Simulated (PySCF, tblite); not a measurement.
# C2H6OSSi (triplet), a cluster model of a defect: infrared bands and EPR parameters

Wanted: the infrared bands and EPR parameters for `CO[C]S[SiH3]`. It is drawn as: twofold C.

Programs: tblite 0.8.0 and PySCF 2.14.0. All values are calculated, for the isolated system unless a continuum is named. Atoms count from 0, parts from 1.

## 1. Starting point

11 atoms, charge 0, multiplicity 3; geometry: distance geometry start.

## 2. Geometry optimisation with GFN2-xTB

The job: settings as JSON, then the geometry in Å.

```
{"job": {"kind": "relax", "xc": "GFN2-xTB", "basis": "xTB"}, "charge": 0, "multiplicity": 3}
C     -0.640287    -1.842583    -0.244888
S      0.841591    -2.113173     0.678107
Si     1.735425    -0.685027     2.024852
O     -1.869787    -1.440948    -0.818138
C     -2.497950    -0.231366    -0.598818
H      2.483698     0.282309     1.274876
H      0.721709    -0.034683     2.766706
H      2.605094    -1.372553     2.930022
H     -3.196029    -0.051347    -1.304055
H     -2.927121    -0.255232     0.358284
H     -1.790507     0.544619    -0.624369
```

Method: GFN2-xTB geometry optimisation, gas phase.

Started as:

```console
$ OMP_NUM_THREADS=1 python cluster_run.py task.json out
```

This one command runs all jobs of the session in turn.

The program printed:

```text
step      E/eV     max force
  0    -440.55448    3.745
  1    -441.02009    2.336
  2    -441.22014    0.883
  3    -441.25572    0.856
  4    -441.30765    1.162
  5    -441.52707    2.263
  6    -441.58734    1.818
  7    -441.70447    1.233
  8    -441.82642    1.166
  9    -441.91508    0.818
 10    -441.94070    0.670
 11    -441.97042    0.445
 12    -441.98041    0.365
 13    -441.99102    0.269
 14    -441.99816    0.285
 15    -442.00829    0.355
 16    -442.01591    0.291
 17    -442.02148    0.187
 18    -442.02559    0.205
 19    -442.02980    0.184
 20    -442.03297    0.145
 21    -442.03505    0.119
 22    -442.03668    0.115
 23    -442.03844    0.133
 24    -442.04060    0.139
 25    -442.04300    0.131
 26    -442.04530    0.136
 27    -442.04748    0.137
 28    -442.04958    0.115
 29    -442.05160    0.166
 30    -442.05416    0.184
 31    -442.05825    0.207
 32    -442.06510    0.291
 33    -442.07416    0.296
 34    -442.08208    0.240
 35    -442.08847    0.262
 36    -442.09397    0.249
 37    -442.10267    0.405
 38    -442.11356    0.386
 39    -442.12735    0.289
 40    -442.13447    0.227
 41    -442.13777    0.182
 42    -442.14357    0.172
 43    -442.14851    0.158
 44    -442.15246    0.225
 45    -442.15432    0.220
 46    -442.15660    0.123
 47    -442.15879    0.102
 48    -442.16071    0.132
 49    -442.16227    0.128
 50    -442.16379    0.105
 51    -442.16560    0.104
 52    -442.16754    0.107
 53    -442.16950    0.108
 54    -442.17124    0.118
 55    -442.17312    0.109
 56    -442.17508    0.110
 57    -442.17674    0.094
 58    -442.17794    0.089
 59    -442.17885    0.095
 60    -442.17951    0.066
 61    -442.17987    0.034
 62    -442.18001    0.028
 63    -442.18007    0.026
 64    -442.18013    0.024
 65    -442.18020    0.026
 66    -442.18029    0.022
 67    -442.18036    0.020
 68    -442.18041    0.021
 69    -442.18045    0.019
 70    -442.18051    0.020
 71    -442.18058    0.023
 72    -442.18067    0.029
 73    -442.18077    0.037
 74    -442.18092    0.040
 75    -442.18116    0.041
 76    -442.18166    0.078
 77    -442.18275    0.135
 78    -442.18449    0.201
 79    -442.18729    0.202
 80    -442.19167    0.101
 81    -442.19157    0.063
 82    -442.19267    0.105
 83    -442.19330    0.064
 84    -442.19372    0.055
 85    -442.19500    0.110
 86    -442.19559    0.090
 87    -442.19604    0.073
 88    -442.19634    0.059
 89    -442.19650    0.027
 90    -442.19656    0.014
 91    -442.19660    0.017
 92    -442.19663    0.017
 93    -442.19667    0.016
 94    -442.19670    0.011
 95    -442.19671    0.007
```

Wall time 1.9 s (1 thread of AMD EPYC 7R13, shared host).

Along the way:

| step | energy from step 0 (eV) | largest force (eV/Å) |
| --- | --- | --- |
| 0 | 0.0000 | 3.7447 |
| 4 | -0.7532 | 1.1616 |
| 8 | -1.2719 | 1.1655 |
| 12 | -1.4259 | 0.3650 |
| 16 | -1.4614 | 0.2911 |
| 20 | -1.4785 | 0.1450 |
| 24 | -1.4861 | 0.1383 |
| 28 | -1.4951 | 0.1150 |
| 32 | -1.5106 | 0.2909 |
| 36 | -1.5395 | 0.2487 |
| 40 | -1.5800 | 0.2273 |
| 44 | -1.5980 | 0.2241 |
| 48 | -1.6062 | 0.1315 |
| 52 | -1.6131 | 0.1070 |
| 56 | -1.6206 | 0.1098 |
| 60 | -1.6250 | 0.0663 |
| 64 | -1.6257 | 0.0244 |
| 68 | -1.6259 | 0.0209 |
| 72 | -1.6262 | 0.0289 |
| 76 | -1.6272 | 0.0780 |
| 80 | -1.6372 | 0.1001 |
| 84 | -1.6392 | 0.0552 |
| 88 | -1.6419 | 0.0596 |
| 92 | -1.6422 | 0.0180 |
| 95 | -1.6422 | 0.0071 |

Distances of close pairs at the start and the end, largest changes first:

| bond | before (Å) | after (Å) | change (Å) |
| --- | --- | --- | --- |
| C0–O3 | 1.415 | 1.318 | -0.097 |
| C0–S1 | 1.767 | 1.683 | -0.083 |
| C4–H8 | 1.009 | 1.088 | +0.079 |
| O3–C4 | 1.380 | 1.430 | +0.049 |
| C4–H9 | 1.049 | 1.094 | +0.044 |
| C4–H10 | 1.050 | 1.094 | +0.044 |
| Si2–H6 | 1.415 | 1.457 | +0.043 |
| S1–Si2 | 2.157 | 2.189 | +0.032 |

## 3. Harmonic vibrations: GFN2-xTB

The job: settings as JSON, then the geometry in Å.

```
{"job": {"kind": "ir", "xc": "GFN2-xTB", "basis": "xTB"}, "charge": 0, "multiplicity": 3}
C      0.276214    -0.639257    -1.103066
S      0.674653    -1.530494     0.268372
Si     1.884159    -0.015472     1.285008
O     -0.896279    -0.417209    -1.662808
C     -1.871021     0.326331    -0.926974
H      2.934626     0.353272     0.346550
H      0.999254     1.104572     1.578842
H      2.361440    -0.706143     2.470153
H     -2.788427     0.290904    -1.510186
H     -2.025686    -0.130633     0.054426
H     -1.548934     1.364131    -0.800318
```

Method: GFN2-xTB harmonic vibrations, gas phase.

The program printed:

```text
mode    cm-1     km/mol
  1      43.8      1.84
  2      76.4      1.66
  3      94.0      3.18
  4     113.4      1.65
  5     144.5      2.12
  6     292.8      1.07
  7     449.0     28.29
  8     490.8      5.14
  9     521.6     33.52
 10     540.2     38.06
 11     722.4     24.87
 12     726.2    168.32
 13     748.0    345.86
 14     763.6    207.13
 15     901.2      9.37
 16    1086.2      4.25
 17    1110.8      3.61
 18    1257.6    271.41
 19    1379.2     14.04
 20    1449.9      9.12
 21    1458.9      7.90
 22    2312.8    262.37
 23    2327.4    136.69
 24    2358.8    177.43
 25    2939.3     27.67
 26    2957.9     17.47
 27    3030.7     10.29
```

Run time: 0.29 s. Hardware: 1 thread of AMD EPYC 7R13, shared host.

The strongest bands and the atoms that carry them:

| cm⁻¹ | km/mol | atoms |
| --- | --- | --- |
| 726 | 168.3 | H7 46 %, H5 30 % |
| 748 | 345.9 | H5 36 %, H6 32 %, H7 17 % |
| 764 | 207.1 | H6 35 %, H5 31 %, H7 12 % |
| 1258 | 271.4 | C0 59 %, O3 30 % |
| 2313 | 262.4 | H6 85 %, H5 11 % |
| 2359 | 177.4 | H7 97 % |

## 4. Geometry optimisation at PBE0-D3(BJ)/def2-SVP

The job: settings as JSON, then the geometry in Å.

```
{"job": {"xc": "PBE0", "basis": "def2-SVP", "d3": "d3bj", "grid": 1, "kind": "geom", "shake": 0.01}, "charge": 0, "multiplicity": 3}
C      0.296624    -0.664814    -1.098885
S      0.668975    -1.535020     0.266216
Si     1.863959    -0.017791     1.276356
O     -0.863049    -0.414951    -1.666334
C     -1.873833     0.319650    -0.937525
H      2.930718     0.358091     0.344165
H      1.008832     1.102574     1.579084
H      2.376898    -0.700692     2.465100
H     -2.790256     0.296309    -1.490836
H     -2.028382    -0.133069     0.064449
H     -1.557799     1.361214    -0.791493
```

The program printed:

```text
step   0  E = -841.83607318  max force = 0.029287
step   1  E = -841.84223734  max force = 0.005541
step   2  E = -841.84279573  max force = 0.003557
step   3  E = -841.84287450  max force = 0.001591
step   4  E = -841.84290809  max force = 0.000809
step   5  E = -841.84291809  max force = 0.000972
step   6  E = -841.84292199  max force = 0.000662
step   7  E = -841.84292370  max force = 0.000291
optimisation converged
```

It took 40 s on 1 thread of AMD EPYC 7R13, shared host; peak memory 0.46 GiB.

The steps of the relaxation:

| step | energy from step 0 (eV) | largest force component (eV/Å) |
| --- | --- | --- |
| 0 | 0.0000 | 1.5060 |
| 1 | -0.1677 | 0.2849 |
| 2 | -0.1829 | 0.1829 |
| 3 | -0.1851 | 0.0818 |
| 4 | -0.1860 | 0.0416 |
| 5 | -0.1863 | 0.0500 |
| 6 | -0.1864 | 0.0340 |
| 7 | -0.1864 | 0.0150 |

Distances of close pairs at the start and the end, largest changes first:

| bond | before (Å) | after (Å) | change (Å) |
| --- | --- | --- | --- |
| C0–S1 | 1.661 | 1.744 | +0.083 |
| Si2–H6 | 1.442 | 1.493 | +0.051 |
| Si2–H7 | 1.464 | 1.493 | +0.029 |
| C4–H8 | 1.071 | 1.097 | +0.026 |
| Si2–H5 | 1.466 | 1.490 | +0.024 |
| O3–C4 | 1.447 | 1.423 | -0.024 |
| S1–Si2 | 2.180 | 2.164 | -0.016 |
| C4–H9 | 1.110 | 1.103 | -0.008 |

The next job starts from the end point, and lists it.

| at the end point | value |
| --- | --- |
| point group (found at 0.08 Å tolerance) | C1 |
| rotational constants (GHz, main isotopes) | 5.638, 1.785, 1.500 |
| dipole moment (D) | 2.51 |
| ⟨S²⟩ | 2.007 |

## 5. g tensor and hyperfine couplings: B3LYP/pcH-1

The job: settings as JSON, then the geometry in Å.

```
{"job": {"kind": "epr", "basis": "pcH-1"}, "charge": 0, "multiplicity": 3}
C      0.263282    -0.770588    -1.245773
S      0.771049    -1.680225     0.152681
Si     1.730464    -0.051245     1.205303
O     -0.968899    -0.537810    -1.636339
C     -1.748234     0.359211    -0.853506
H      2.827693     0.521738     0.376150
H      0.735200     1.014188     1.525668
H      2.287014    -0.632232     2.463035
H     -2.733793     0.427344    -1.329792
H     -1.853952    -0.033073     0.171578
H     -1.277141     1.354256    -0.818678
```

Level: UKS B3LYP, pcH-1 on C H O S Si, non-relativistic, mean-field spin-orbit, GIAO.

The program printed:

```text
UKS, coarse grid
  cycle   1  E = -842.58314471  |g| = 3.74e-01
  cycle   2  E = -842.49522726  |g| = 6.15e-01
  cycle   3  E = -842.62959396  |g| = 9.25e-02
  cycle   4  E = -842.63273922  |g| = 2.69e-02
  cycle   5  E = -842.63312152  |g| = 9.29e-03
  cycle   6  E = -842.63318486  |g| = 3.05e-03
  cycle   7  E = -842.63319131  |g| = 1.75e-03
  cycle   8  E = -842.63319340  |g| = 6.47e-04
UKS, final grid
  cycle   1  E = -842.63318952  |g| = 9.28e-04
  cycle   2  E = -842.63318876  |g| = 1.52e-03
  cycle   3  E = -842.63319002  |g| = 9.65e-05
  cycle   4  E = -842.63319002  |g| = 2.99e-05
E = -842.63319002 Eh   <S^2> = 2.0064 (exact 2.0000)
g shifts (ppm)      1          2          3
  rmc          -199       -199       -199
  gc             33         21        -24
  oz_so        -180        116       2440
  total        -346        -61       2218
hyperfine (MHz)  atom isotope    a_iso     a_fc   dipolar eigenvalues
    0   13C     370.07     370.10    -65.05      6.32     58.73
    1   33S      18.52      18.59    -15.12     -7.51     22.63
    2  29Si     -50.52     -50.58     -6.28      2.82      3.46
    3   17O     -74.48     -74.45    -29.48     10.38     19.10
    4   13C      40.64      40.64     -4.28     -3.63      7.91
    5    1H       1.59       1.58     -2.30     -1.52      3.82
    6    1H      -0.47      -0.48     -2.27     -1.26      3.52
    7    1H      14.33      14.33     -1.50     -0.94      2.45
    8    1H      -0.06      -0.06     -3.31     -2.26      5.57
    9    1H       3.87       3.86     -4.01     -1.98      5.99
   10    1H       2.71       2.70     -4.40     -2.61      7.01
zero-field splitting (cm-1)  D = 1.0001  E = 0.0819  (spin-spin 0.4331, spin-orbit 0.6726)
```

Run time: 38 s. Hardware: 1 thread of AMD EPYC 7R13, shared host; peak memory 0.65 GiB.

Principal g values 2.00197, 2.00226, 2.00454; g(iso) = 2.00292, against 2.00232 for a free electron.

Hyperfine couplings, nucleus by nucleus at this fixed geometry (no averaging over rotations):

| nuclei | isotope | a(iso) (MHz) | a(iso) (G, at g = 2.0023) | largest dipolar term (MHz) |
| --- | --- | --- | --- | --- |
| C0 | 13C | 370.1 | 132.1 | -65.1 |
| O3 | 17O | -74.5 | -26.6 | -29.5 |
| Si2 | 29Si | -50.5 | -18.0 | -6.3 |
| C4 | 13C | 40.6 | 14.5 | 7.9 |
| S1 | 33S | 18.5 | 6.6 | 22.6 |
| H7 | 1H | 14.3 | 5.1 | 2.4 |
| H9 | 1H | 3.9 | 1.4 | 6.0 |
| H10 | 1H | 2.7 | 1.0 | 7.0 |
| H5 | 1H | 1.6 | 0.6 | 3.8 |
| H6 | 1H | -0.5 | -0.2 | 3.5 |
| H8 | 1H | -0.1 | 0.0 | 5.6 |

Zero-field splitting: D = 1.000 cm⁻¹ (spin-spin 0.433, spin-orbit 0.673), E = 0.082 cm⁻¹.

Mulliken spin populations:

| atom | value (e) |
| --- | --- |
| C0 | 1.52 |
| S1 | 0.20 |
| Si2 | 0.06 |
| O3 | 0.13 |
| C4 | 0.05 |
| H5 | 0.00 |
| H6 | 0.00 |
| H7 | 0.02 |
| H8 | 0.00 |
| H9 | 0.00 |
| H10 | 0.02 |

The fields below are evaluated on a grid from the run's orbitals.

ELF in a plane through or near 5 of the atoms.

Ten even steps from '0' (0.00) to '9' (1.00):
```
0000000000000000000000000000
0000000000000000000000000000
0000000001221000000000000000
0000000017997100000000000000
0000000049999400000000000000
0000000059999500000000000000
0000011169999400132112200000
0001355338999101465379950000
0002577312485001562699981000
0002577276131000328599991000
0001356234152120265589970000
0000122213774564577311320000
0000001136766844837710000000
0000000026766834678840000000
0000000037876687347620000000
0000000037874477213310000000
0000000036752145100000000000
0000000013421012100000000000
0000000000000000000000000000
0000000000000000000000000000
```
The map spans 11.8 Å across and 8.1 Å up, centred on the molecule. Atoms in the plane (x, y in Å): Si2 (-2.1, 0.2), O3 (1.6, -1.1), C4 (2.0, 0.3), H6 (-1.3, 1.5), H8 (3.1, 0.3).

log10 of the density (e/Å³) in the same plane.

Ten even steps from ' ' (-4.0) to '@' (2.2):
```
                                                        
                  ........                              
              ....::::::::....                          
            ..::::--------::............                
        ....::::--========--::::::::::::::....          
      ....::::--====++++==--::::--------::::....        
    ....::----====++****++==----==========----::..      
    ..::--====++++******++==--==++++++++++====--..      
    ..::--==++++******++====--==++********++==--::      
  ..::::--==++**%%@@**++========++**@@******++--::      
    ..::--==++++####**++++====++++******++++==--::      
    ..::----==++++++++++++++++++**####**++==--::..      
    ....::----====++++**********######**==--::..        
      ....::----==++++************##**++==--..          
        ....::--====++++++******++++++==--::..          
          ..::::--==++++++++++++========--..            
            ..::----============------::..              
              ..::----------------::::..                
                ..::::::::::::::::..                    
                    ............                        
```
The map spans 11.8 Å across and 8.1 Å up, centred on the molecule. Atoms in the plane (x, y in Å): Si2 (-2.1, 0.2), O3 (1.6, -1.1), C4 (2.0, 0.3), H6 (-1.3, 1.5), H8 (3.1, 0.3).

On the surface of density 0.002 e/bohr³ the electrostatic potential runs, from the 1st to the 99th percentile, from -1.04 V near O3 to 1.30 V near H5.

The spin density lies nearest to C0 67 %; S1 14 %; O3 11 %.

## 6. EPR parameters: BP86/pcH-1

The job, as its differences from that of step 5:

```diff
@@ -1,2 +1,2 @@
-{"job": {"kind": "epr", "basis": "pcH-1"}, "charge": 0, "multiplicity": 3}
+{"job": {"kind": "epr", "basis": "pcH-1", "xc": "BP86"}, "charge": 0, "multiplicity": 3}
 C      0.263282    -0.770588    -1.245773
```

Method: UKS BP86, pcH-1 on C H O S Si, non-relativistic, mean-field spin-orbit, GIAO.

The program printed:

```text
UKS, coarse grid
  cycle   1  E = -842.61195902  |g| = 4.01e-01
  cycle   2  E = -842.35963431  |g| = 8.80e-01
  cycle   3  E = -842.65615801  |g| = 1.53e-01
  cycle   4  E = -842.66491614  |g| = 4.92e-02
  cycle   5  E = -842.66608381  |g| = 1.62e-02
  cycle   6  E = -842.66623275  |g| = 5.37e-03
  cycle   7  E = -842.66624847  |g| = 2.80e-03
  cycle   8  E = -842.66625316  |g| = 1.11e-03
  cycle   9  E = -842.66625315  |g| = 3.91e-04
UKS, final grid
  cycle   1  E = -842.66624731  |g| = 7.24e-04
  cycle   2  E = -842.66624639  |g| = 1.57e-03
  cycle   3  E = -842.66624755  |g| = 1.49e-04
  cycle   4  E = -842.66624756  |g| = 1.64e-05
  cycle   5  E = -842.66624756  |g| = 8.76e-06
E = -842.66624756 Eh   <S^2> = 2.0045 (exact 2.0000)
g shifts (ppm)      1          2          3
  rmc          -194       -194       -194
  gc             32         21        -24
  oz_so        -166         -6       2465
  total        -329       -180       2246
hyperfine (MHz)  atom isotope    a_iso     a_fc   dipolar eigenvalues
    0   13C     343.38     343.42    -60.66      5.12     55.54
    1   33S      19.88      19.96    -14.70     -7.59     22.30
    2  29Si     -54.90     -54.96     -6.64      3.01      3.63
    3   17O     -75.14     -75.12    -29.50     10.64     18.86
    4   13C      42.05      42.05     -4.45     -3.82      8.27
    5    1H       1.69       1.69     -2.30     -1.45      3.75
    6    1H      -0.81      -0.82     -2.31     -1.13      3.45
    7    1H      15.15      15.14     -1.57     -0.95      2.52
    8    1H      -0.13      -0.13     -3.37     -2.21      5.58
    9    1H       4.54       4.53     -4.02     -1.81      5.84
   10    1H       3.62       3.62     -4.38     -2.50      6.87
zero-field splitting (cm-1)  D = 0.8756  E = 0.0761  (spin-spin 0.3867, spin-orbit 0.5787)
```

It took 17 s on 1 thread of AMD EPYC 7R13, shared host; peak memory 0.64 GiB.

In short: g(iso) 2.00290.

## 7. Comparing the runs: EPR parameters

g, ⟨S²⟩ and isotropic hyperfine couplings (MHz), with basis size and wall time:

| run | g(iso) | ⟨S²⟩ | 13C C0 | 17O O3 | 29Si Si2 | 13C C4 | 33S S1 | functions | time |
| --- | --- | --- | --- | --- | --- | --- | --- | --- | --- |
| B3LYP/pcH-1 | 2.00292 | 2.006 | 370.1 | -74.5 | -50.5 | 40.6 | 18.5 | 205 | 38 s |
| BP86/pcH-1 | 2.00290 | 2.004 | 343.4 | -75.1 | -54.9 | 42.0 | 19.9 | 205 | 17 s |

## 8. Outcome

```
                                 quantity                 value
strongest single infrared mode (GFN2-xTB)              748 cm⁻¹
                              point group                    C1
     rotational constants (main isotopes)  5.64, 1.78, 1.50 GHz
                             D, E (B3LYP)     1.000, 0.082 cm⁻¹
                           g(iso) (B3LYP)               2.00292
                                     ⟨S²⟩    2.006 (exact 2.00)
                           largest a(iso)  13C on C0, 370.1 MHz
    surface potential, 1st and 99th percentile    -1.04 V and 1.30 V
```

In words: No mode is imaginary at GFN2-xTB; the softest lies at 44 cm⁻¹. The optimisation took 7 steps and gained 0.186 eV; among the close pairs (by a distance rule), C0–S1 changed most, from 1.661 to 1.744 Å (PBE0/def2-SVP). No frequency check was run at this level, so the end point may be a saddle. C0 carries the largest spin population, 1.52 e. The isotropic g lies 0.6 ppt above the free-electron value. The coupling of 13C on C0 runs from 343.4 (BP86/pcH-1) to 370.1 MHz (B3LYP/pcH-1). The triplet was assumed; the singlet may lie lower. A capped cluster stands for the solid here, so long-range fields and strain are missing, and bands or shifts of the capping hydrogens have no counterpart in it.
